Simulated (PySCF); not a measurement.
# Be₂S₂: a ladder of methods

How much do the numbers for Be₂S₂ (singlet) hang on the method? All levels run at one geometry, the PBE0 minimum.

The runs use PySCF 2.14.0; several methods, basis Be def2-TZVP, S def2-TZVP, no relativity, density fitting.

## (1) Starting geometry

4 atoms, charge 0, spin multiplicity 1.

Bond lengths: Be1–S3 1.924 Å, Be1–S4 1.924 Å, Be2–S3 1.924 Å, Be2–S4 1.924 Å. Angles: S3–Be1–S4 119.2°, S3–Be2–S4 119.2°, Be1–S3–Be2 60.8°, Be1–S4–Be2 60.8°.

```xyz
4
charge 0 multiplicity 1
Be   -0.6452    0.0000    0.7287
Be    0.6452    0.0000   -0.7287
S     1.2427    0.0000    1.1002
S    -1.2427    0.0000   -1.1002
```

## (2) Fields at the lowest minimum

The plane holds Be1 at (0.00, 0.00), Be2 at (1.95, 0.00), S3 at (0.97, 1.66), S4 at (0.97, -1.66) Å. Columns run from x = -1.95 to 4.35 Å, rows from y = 4.05 (top) to -3.75 Å, in steps of 0.3 Å.

Density (cut at 5 e/Å³):

Ten steps from '0' (0.000 e/Å³) to '9' (5.000 e/Å³), finer at the low end (step k begins (100^(k/10) - 1)/99 of the way up):
```
0000000000000000000000
0000000000000000000000
0000000000000000000000
0000000111211000000000
0000001233332100000000
0000012345554210000000
0000013467765421000000
0000124579986431000000
0000124679996532100000
0000134679986532100000
0001234567776532100000
0001234566665432100000
0001135555555542100000
0000149954448982100000
0000149954448982100000
0001135555555542100000
0001234566665432100000
0001234567776532100000
0000134679986532100000
0000124679996532100000
0000124579986431000000
0000013467765421000000
0000012345554210000000
0000001233332100000000
0000000111211000000000
0000000000000000000000
0000000000000000000000
```

ELF (0 where the density is under 0.005 e/Å³):

Ten even steps from '0' (0.00) to '9' (1.00):
```
0000000000000000000000
0000000011211000000000
0000001345543200000000
0000013567776421000000
0000135788887642000000
0000246889998753100000
0001357884378764200000
0002357823707864210000
0013567708235876420000
0024678833607887531000
0035788884368888642000
0024676788788777631000
0011100026650000110000
0000009903406990000000
0000009903406990000000
0011100026650000110000
0024676788788777631000
0035788884368888642000
0024678833607887531000
0013567708235876420000
0002357823707864210000
0001357884378764200000
0000246889998753100000
0000135788887642000000
0000013567776421000000
0000001345543200000000
0000000011211000000000
```

Lowest empty orbital at -2.80 eV (sign arbitrary; one member if degenerate):

Ten even steps from '0' (-0.26 Å^-3/2) to '9' (0.34 Å^-3/2):
```
4444444444444444444444
4444444444444444444444
4444444444444444444444
4444444444444444444444
4444444443334444444444
4444444433334444444444
4444444433233444444444
4555554433334455555544
5555555446544555555554
5556665433334566665555
5666766432124567766555
5677876432124578776655
6678986421113589877655
6678995011110189987655
6678995011110189987655
6678986421113589877655
5677876432124578776655
5666766432124567766555
5556665433334566665555
5555555446544555555554
4555554433334455555544
4444444433233444444444
4444444433334444444444
4444444443334444444444
4444444444444444444444
4444444444444444444444
4444444444444444444444
```

Values on the line from Be1 (at 0) through Be2 (at 1.947 Å):

| distance (Å) | density (e/Å³) | ELF | electrostatic potential (V) |
| --- | --- | --- | --- |
| -0.68 | 0.0676 | 0.00465 | 20.7 |
| -0.49 | 0.316 | 0.0664 | 36.2 |
| -0.29 | 3.76 | 0.99 | 79.2 |
| -0.10 | 56 | 1 | 398 |
| 0.19 | 13.8 | 0.998 | 145 |
| 0.39 | 1.12 | 0.175 | 49 |
| 0.58 | 0.359 | 0.0457 | 24.1 |
| 0.78 | 0.346 | 0.286 | 14.3 |
| 0.97 | 0.353 | 0.393 | 11.5 |
| 1.17 | 0.346 | 0.286 | 14.3 |
| 1.36 | 0.359 | 0.0457 | 24.1 |
| 1.56 | 1.12 | 0.175 | 49 |
| 1.75 | 13.8 | 0.998 | 145 |
| 2.04 | 56 | 1 | 398 |
| 2.24 | 3.76 | 0.99 | 79.2 |
| 2.43 | 0.316 | 0.0664 | 36.2 |
| 2.63 | 0.0676 | 0.00465 | 20.7 |
| 2.82 | 0.0377 | 0.015 | 13 |
| 3.02 | 0.0238 | 0.0306 | 8.68 |

Making the fields needed 6 s of wall time on 2 threads of Intel Xeon at 2.50GHz (Skylake/Cascade Lake), shared host.

## (3) PBE0

The steps are one call of a driver around PySCF; scf.py gives each level's set-up. Each SCF starts from the density of the minimum. The driver also runs the species with one electron less or more at the same geometry; their logs are not shown.

The input, scf.py:

```python
from pyscf import gto, scf, dft
mol = gto.M(atom='''
Be    -0.645155    -0.000000     0.728716
Be     0.645155     0.000000    -0.728716
S      1.242700    -0.000000     1.100202
S     -1.242700     0.000000    -1.100202''',
    basis={'Be': 'def2-TZVP', 'S': 'def2-TZVP'},
    charge=0, spin=0)
mf = dft.RKS(mol, xc='PBE0')
mf.grids.atom_grid = (75, 302)
aux = {'Be': 'def2-universal-JKFIT', 'S': 'def2-universal-JKFIT'}
mf = mf.density_fit(auxbasis=aux)
mf.conv_tol = 1e-08
mf.diis_space = 10
mf.max_cycle = 60
mf.verbose = 4
mf.kernel()
```

Command:

```console
OMP_NUM_THREADS=2 python axn.py task.json out
```

Output:

```text
init E= -825.695885988184
  HOMO = -0.252385355179236  LUMO = -0.102757225373026  gap/eV = 4.07159
cycle= 1 E= -825.695885988091  delta_E= 9.31e-11  |g|= 2.66e-05  |ddm|= 3.97e-05
  HOMO = -0.252388067110036  LUMO = -0.102753947508276  gap/eV = 4.07175
Extra cycle  E= -825.695885987913  delta_E= 1.78e-10  |g|= 3.58e-05  |ddm|= 5.25e-05
converged SCF energy = -825.695885987913
```

This level, with the species of one electron less or more, took 15 s.

- energy: -825.695886 Eh
- one electron less (charge +1): -825.368615 Eh (doublet, ⟨S²⟩ 0.77)
- one electron more (charge -1): -825.746696 Eh (doublet, ⟨S²⟩ 0.77)
- Mulliken charge of Be1: +0.18 e

## (4) HF

scf.py: that of step 3 with these lines changed.

```diff
@@ -9,2 +9 @@
-mf = dft.RKS(mol, xc='PBE0')
-mf.grids.atom_grid = (75, 302)
+mf = scf.RHF(mol)
```

Output (excerpt; [...] marks lines left out):

```text
[... the frontier levels of the middle cycles are left out ...]
init E= -824.468704983483
  HOMO = -0.334034610401911  LUMO = -0.00422488936305143  gap/eV = 8.97458
cycle= 1 E= -824.485438954423  delta_E= -0.0167  |g|= 0.048  |ddm|= 0.248
  HOMO = -0.341408184304452  LUMO = -0.0106047593494019  gap/eV = 9.00162
cycle= 2 E= -824.486096460082  delta_E= -0.000658  |g|= 0.0128  |ddm|= 0.0477
  HOMO = -0.340768295170434  LUMO = -0.00884600231642807  gap/eV = 9.03207
cycle= 3 E= -824.486176560052  delta_E= -8.01e-05  |g|= 0.00596  |ddm|= 0.0175
cycle= 4 E= -824.48619243325  delta_E= -1.59e-05  |g|= 0.00135  |ddm|= 0.00701
cycle= 5 E= -824.486194530314  delta_E= -2.1e-06  |g|= 0.000374  |ddm|= 0.00317
cycle= 6 E= -824.486194664634  delta_E= -1.34e-07  |g|= 0.000138  |ddm|= 0.000772
cycle= 7 E= -824.486194680896  delta_E= -1.63e-08  |g|= 1.88e-05  |ddm|= 0.000317
cycle= 8 E= -824.48619468122  delta_E= -3.24e-10  |g|= 4.41e-06  |ddm|= 3.93e-05
  HOMO = -0.341398462322545  LUMO = -0.00931209424360091  gap/eV = 9.03653
Extra cycle  E= -824.486194681232  delta_E= -1.18e-11  |g|= 1.89e-06  |ddm|= 7.16e-06
converged SCF energy = -824.486194681232
```

This level, with the species of one electron less or more, took 7.4 s.

- energy: -824.486195 Eh
- one electron less (charge +1): -824.186392 Eh (doublet, ⟨S²⟩ 0.89)
- one electron more (charge -1): -824.510585 Eh (doublet, ⟨S²⟩ 0.81)
- Mulliken charge of Be1: +0.33 e

## (5) PBE

scf.py: that of step 4 with these lines changed.

```diff
@@ -9 +9,2 @@
-mf = scf.RHF(mol)
+mf = dft.RKS(mol, xc='PBE')
+mf.grids.atom_grid = (75, 302)
```

Output (excerpt; [...] marks lines left out):

```text
[... the frontier levels of the middle cycles are left out ...]
init E= -825.617571056067
  HOMO = -0.210120574057793  LUMO = -0.131285745298761  gap/eV = 2.14520
cycle= 1 E= -825.619798839702  delta_E= -0.00223  |g|= 0.0311  |ddm|= 0.134
  HOMO = -0.215597747977426  LUMO = -0.12842822877198  gap/eV = 2.37200
cycle= 2 E= -825.619062355546  delta_E= 0.000736  |g|= 0.0574  |ddm|= 0.0798
  HOMO = -0.212935320179966  LUMO = -0.130691640597117  gap/eV = 2.23796
cycle= 3 E= -825.620093692757  delta_E= -0.00103  |g|= 0.00334  |ddm|= 0.0509
cycle= 4 E= -825.620096254446  delta_E= -2.56e-06  |g|= 0.00123  |ddm|= 0.00329
cycle= 5 E= -825.620096726646  delta_E= -4.72e-07  |g|= 0.000177  |ddm|= 0.00143
cycle= 6 E= -825.620096738432  delta_E= -1.18e-08  |g|= 1.03e-05  |ddm|= 0.000208
cycle= 7 E= -825.620096738465  delta_E= -3.21e-11  |g|= 1.81e-06  |ddm|= 1.3e-05
  HOMO = -0.212727148101788  LUMO = -0.130668354792693  gap/eV = 2.23293
Extra cycle  E= -825.620096738465  delta_E= -6.82e-13  |g|= 2.97e-06  |ddm|= 4.89e-06
converged SCF energy = -825.620096738465
```

This level, with the species of one electron less or more, took 42 s.

```
energy                        : -825.620097 Eh
one electron less (charge +1) : -825.298017 Eh (doublet, ⟨S²⟩ 0.76)
one electron more (charge -1) : -825.673117 Eh (doublet, ⟨S²⟩ 0.76)
Mulliken charge of Be1        : +0.12 e
```

## (6) B3LYP

scf.py: that of step 5 with these lines changed.

```diff
@@ -9 +9 @@
-mf = dft.RKS(mol, xc='PBE')
+mf = dft.RKS(mol, xc='B3LYP')
```

Output:

```text
init E= -826.064546926909
  HOMO = -0.241825151297913  LUMO = -0.110475030295703  gap/eV = 3.57422
cycle= 1 E= -826.065810409486  delta_E= -0.00126  |g|= 0.0209  |ddm|= 0.147
  HOMO = -0.240943283213507  LUMO = -0.112956784910324  gap/eV = 3.48269
cycle= 2 E= -826.065720821866  delta_E= 8.96e-05  |g|= 0.0262  |ddm|= 0.0376
  HOMO = -0.242556240195203  LUMO = -0.111856282441376  gap/eV = 3.55653
cycle= 3 E= -826.065904211806  delta_E= -0.000183  |g|= 0.00232  |ddm|= 0.0235
  HOMO = -0.242658668582656  LUMO = -0.112117526462949  gap/eV = 3.55221
cycle= 4 E= -826.065905883519  delta_E= -1.67e-06  |g|= 0.00061  |ddm|= 0.00225
  HOMO = -0.242572025244293  LUMO = -0.112075159602607  gap/eV = 3.55100
cycle= 5 E= -826.065905993441  delta_E= -1.1e-07  |g|= 0.000104  |ddm|= 0.000578
  HOMO = -0.242591851035101  LUMO = -0.11208034877323  gap/eV = 3.55140
cycle= 6 E= -826.065905996858  delta_E= -3.42e-09  |g|= 3.46e-06  |ddm|= 0.000121
  HOMO = -0.242591696214738  LUMO = -0.112080310008217  gap/eV = 3.55140
Extra cycle  E= -826.065905996862  delta_E= -3.3e-12  |g|= 2.35e-06  |ddm|= 7.05e-06
converged SCF energy = -826.065905996862
```

This level, with the species of one electron less or more, needed 32 s of wall time on 2 threads of Intel Xeon at 2.50GHz (Skylake/Cascade Lake), shared host.

| Item | Value |
| --- | --- |
| energy | -826.065906 Eh |
| one electron less (charge +1) | -825.740415 Eh (doublet, ⟨S²⟩ 0.77) |
| one electron more (charge -1) | -826.115651 Eh (doublet, ⟨S²⟩ 0.76) |
| Mulliken charge of Be1 | +0.17 e |

## (7) r2SCAN

scf.py: that of step 6 with these lines changed.

```diff
@@ -9,2 +9,2 @@
-mf = dft.RKS(mol, xc='B3LYP')
-mf.grids.atom_grid = (75, 302)
+mf = dft.RKS(mol, xc='R2SCAN')
+mf.grids.atom_grid = (90, 434)
```

Output:

```text
init E= -825.953007288403
  HOMO = -0.220610161850775  LUMO = -0.114727662519353  gap/eV = 2.88121
cycle= 1 E= -825.953734764449  delta_E= -0.000727  |g|= 0.0125  |ddm|= 0.132
  HOMO = -0.221112335385154  LUMO = -0.117044371507518  gap/eV = 2.83183
cycle= 2 E= -825.953692352136  delta_E= 4.24e-05  |g|= 0.0151  |ddm|= 0.0212
  HOMO = -0.221293299758045  LUMO = -0.116017175220993  gap/eV = 2.86471
cycle= 3 E= -825.953760006624  delta_E= -6.77e-05  |g|= 0.00315  |ddm|= 0.0145
  HOMO = -0.221110489271908  LUMO = -0.116110357522224  gap/eV = 2.85720
cycle= 4 E= -825.953763310018  delta_E= -3.3e-06  |g|= 0.000215  |ddm|= 0.0029
  HOMO = -0.221150631479723  LUMO = -0.11612118088722  gap/eV = 2.85800
cycle= 5 E= -825.953763322838  delta_E= -1.28e-08  |g|= 9.65e-05  |ddm|= 0.000294
  HOMO = -0.221136261549933  LUMO = -0.116114195085792  gap/eV = 2.85780
cycle= 6 E= -825.953763325263  delta_E= -2.43e-09  |g|= 8.24e-06  |ddm|= 9.84e-05
  HOMO = -0.221136796893358  LUMO = -0.116116485956098  gap/eV = 2.85775
Extra cycle  E= -825.953763325223  delta_E= 4.01e-11  |g|= 1.4e-05  |ddm|= 2.12e-05
converged SCF energy = -825.953763325223
```

This level, with the species of one electron less or more, took 69 s.

```
energy                        : -825.953763 Eh
one electron less (charge +1) : -825.628866 Eh (doublet, ⟨S²⟩ 0.77)
one electron more (charge -1) : -826.008155 Eh (doublet, ⟨S²⟩ 0.77)
Mulliken charge of Be1        : +0.22 e
```

## (8) TPSSh

scf.py: that of step 7 with these lines changed.

```diff
@@ -9 +9 @@
-mf = dft.RKS(mol, xc='R2SCAN')
+mf = dft.RKS(mol, xc='TPSSH')
```

Output:

```text
init E= -826.067194169018
  HOMO = -0.23109118341079  LUMO = -0.111584911786849  gap/eV = 3.25193
cycle= 1 E= -826.067601588383  delta_E= -0.000407  |g|= 0.0103  |ddm|= 0.0792
  HOMO = -0.229876398447203  LUMO = -0.112627989117453  gap/eV = 3.19049
cycle= 2 E= -826.067558782626  delta_E= 4.28e-05  |g|= 0.0154  |ddm|= 0.0221
  HOMO = -0.230432623785234  LUMO = -0.111889473099158  gap/eV = 3.22572
cycle= 3 E= -826.067634685298  delta_E= -7.59e-05  |g|= 0.000648  |ddm|= 0.0132
  HOMO = -0.230533678427392  LUMO = -0.111993793278533  gap/eV = 3.22563
cycle= 4 E= -826.067634746973  delta_E= -6.17e-08  |g|= 0.000219  |ddm|= 0.000715
  HOMO = -0.230487050861118  LUMO = -0.111973960291131  gap/eV = 3.22491
cycle= 5 E= -826.067634760723  delta_E= -1.38e-08  |g|= 8.01e-05  |ddm|= 0.000276
  HOMO = -0.230496076105076  LUMO = -0.111979910139734  gap/eV = 3.22499
cycle= 6 E= -826.067634762117  delta_E= -1.39e-09  |g|= 9.03e-06  |ddm|= 6.71e-05
  HOMO = -0.230498189645644  LUMO = -0.111979928278494  gap/eV = 3.22505
Extra cycle  E= -826.067634762091  delta_E= 2.61e-11  |g|= 1.27e-05  |ddm|= 2.09e-05
converged SCF energy = -826.067634762091
```

This level, with the species of one electron less or more, took 67 s.

| Quantity | Value |
| --- | --- |
| energy | -826.067635 Eh |
| one electron less (charge +1) | -825.743912 Eh (doublet, ⟨S²⟩ 0.77) |
| one electron more (charge -1) | -826.117465 Eh (doublet, ⟨S²⟩ 0.77) |
| Mulliken charge of Be1 | +0.19 e |

## (9) LDA

scf.py: that of step 8 with these lines changed.

```diff
@@ -9,2 +9,2 @@
-mf = dft.RKS(mol, xc='TPSSH')
-mf.grids.atom_grid = (90, 434)
+mf = dft.RKS(mol, xc='LDA,VWN')
+mf.grids.atom_grid = (75, 302)
```

Output (excerpt; [...] marks lines left out):

```text
[... the frontier levels of the middle cycles are left out ...]
init E= -822.884813208124
  HOMO = -0.21316410605106  LUMO = -0.138423077758066  gap/eV = 2.03381
cycle= 1 E= -822.894371994626  delta_E= -0.00956  |g|= 0.0711  |ddm|= 0.227
  HOMO = -0.221659900189991  LUMO = -0.135873185904703  gap/eV = 2.33438
cycle= 2 E= -822.893147269371  delta_E= 0.00122  |g|= 0.0822  |ddm|= 0.101
  HOMO = -0.216776266472277  LUMO = -0.139558729907641  gap/eV = 2.10120
cycle= 3 E= -822.894709536  delta_E= -0.00156  |g|= 0.0273  |ddm|= 0.0905
cycle= 4 E= -822.894953176624  delta_E= -0.000244  |g|= 0.00343  |ddm|= 0.0259
cycle= 5 E= -822.894956856496  delta_E= -3.68e-06  |g|= 0.000643  |ddm|= 0.00326
cycle= 6 E= -822.894956992135  delta_E= -1.36e-07  |g|= 2.14e-05  |ddm|= 0.000674
cycle= 7 E= -822.894956992313  delta_E= -1.78e-10  |g|= 1.71e-06  |ddm|= 2.31e-05
  HOMO = -0.217694687372592  LUMO = -0.138419985441281  gap/eV = 2.15717
Extra cycle  E= -822.89495699231  delta_E= 3.64e-12  |g|= 1.69e-06  |ddm|= 4.51e-06
converged SCF energy = -822.89495699231
```

This level, with the species of one electron less or more, took 18 s.

* energy: -822.894957 Eh
* one electron less (charge +1): -822.565352 Eh (doublet, ⟨S²⟩ 0.75)
* one electron more (charge -1): -822.950247 Eh (doublet, ⟨S²⟩ 0.76)
* Mulliken charge of Be1: +0.07 e

## (10) BP86

scf.py: that of step 9 with these lines changed.

```diff
@@ -9 +9 @@
-mf = dft.RKS(mol, xc='LDA,VWN')
+mf = dft.RKS(mol, xc='B88,P86')
```

Output (excerpt; [...] marks lines left out):

```text
[... the frontier levels of the middle cycles are left out ...]
init E= -826.091335285752
  HOMO = -0.213826613800588  LUMO = -0.131941942645071  gap/eV = 2.22820
cycle= 1 E= -826.093977243078  delta_E= -0.00264  |g|= 0.0126  |ddm|= 0.13
  HOMO = -0.217283819471621  LUMO = -0.131690955616261  gap/eV = 2.32910
cycle= 2 E= -826.093867994698  delta_E= 0.000109  |g|= 0.0222  |ddm|= 0.034
  HOMO = -0.216206077100342  LUMO = -0.132633874474447  gap/eV = 2.27412
cycle= 3 E= -826.09403020849  delta_E= -0.000162  |g|= 0.00175  |ddm|= 0.0205
cycle= 4 E= -826.094030584723  delta_E= -3.76e-07  |g|= 0.00083  |ddm|= 0.0017
cycle= 5 E= -826.094030764875  delta_E= -1.8e-07  |g|= 0.000233  |ddm|= 0.000909
cycle= 6 E= -826.094030783081  delta_E= -1.82e-08  |g|= 6.96e-06  |ddm|= 0.00021
cycle= 7 E= -826.094030783095  delta_E= -1.33e-11  |g|= 1.19e-06  |ddm|= 1.03e-05
  HOMO = -0.216121716870276  LUMO = -0.132679788236644  gap/eV = 2.27057
Extra cycle  E= -826.094030783094  delta_E= 1.14e-13  |g|= 1.78e-06  |ddm|= 3.27e-06
converged SCF energy = -826.094030783094
```

This level, with the species of one electron less or more, needed 30 s of wall time on 2 threads of Intel Xeon at 2.50GHz (Skylake/Cascade Lake), shared host.

* energy: -826.094031 Eh
* one electron less (charge +1): -825.768582 Eh (doublet, ⟨S²⟩ 0.76)
* one electron more (charge -1): -826.150005 Eh (doublet, ⟨S²⟩ 0.76)
* Mulliken charge of Be1: +0.14 e

## (11) The ladder

| level | atomisation energy (kJ/mol) | vertical ionisation energy (eV) | vertical electron affinity (eV) | −ε(HOMO) (eV) | gap (eV) | wall time |
| --- | --- | --- | --- | --- | --- | --- |
| PBE0 | 1253 | 8.91 | 1.38 | 6.87 | 4.07 | 15 s |
| HF | 885 | 8.16 | 0.66 | 9.29 | 9.04 | 7.4 s |
| PBE | 1278 | 8.76 | 1.44 | 5.79 | 2.23 | 42 s |
| B3LYP | 1200 | 8.86 | 1.35 | 6.60 | 3.55 | 32 s |
| r2SCAN | 1288 | 8.84 | 1.48 | 6.02 | 2.86 | 69 s |
| TPSSh | 1229 | 8.81 | 1.36 | 6.27 | 3.23 | 67 s |
| LDA | 1445 | 8.97 | 1.50 | 5.92 | 2.16 | 18 s |
| BP86 | 1253 | 8.86 | 1.52 | 5.88 | 2.27 | 30 s |

Times are for 2 threads of Intel Xeon at 2.50GHz (Skylake/Cascade Lake), shared host; PBE0 starts from its own converged density, so its time is not comparable. A dash stands where a species or a free atom was not run at that level, or the quantity is not defined.

Atomisation goes to high-spin atoms in their ground configurations, run at the same level, without zero-point energy.

## (12) Results

```
                         quantity                          value
        atomisation energy, range  885 (HF) to 1445 (LDA) kJ/mol
vertical ionisation energy, range     8.16 (HF) to 8.97 (LDA) eV
vertical electron affinity, range    0.66 (HF) to 1.52 (BP86) eV
               orbital gap, range     2.16 (LDA) to 9.04 (HF) eV
```

**Reading.** The atomisation energy spreads over 560 kJ/mol, from HF to LDA; without a CCSD(T) value for it there is no yardstick here. Without diffuse functions electron affinities tend to come out too low.
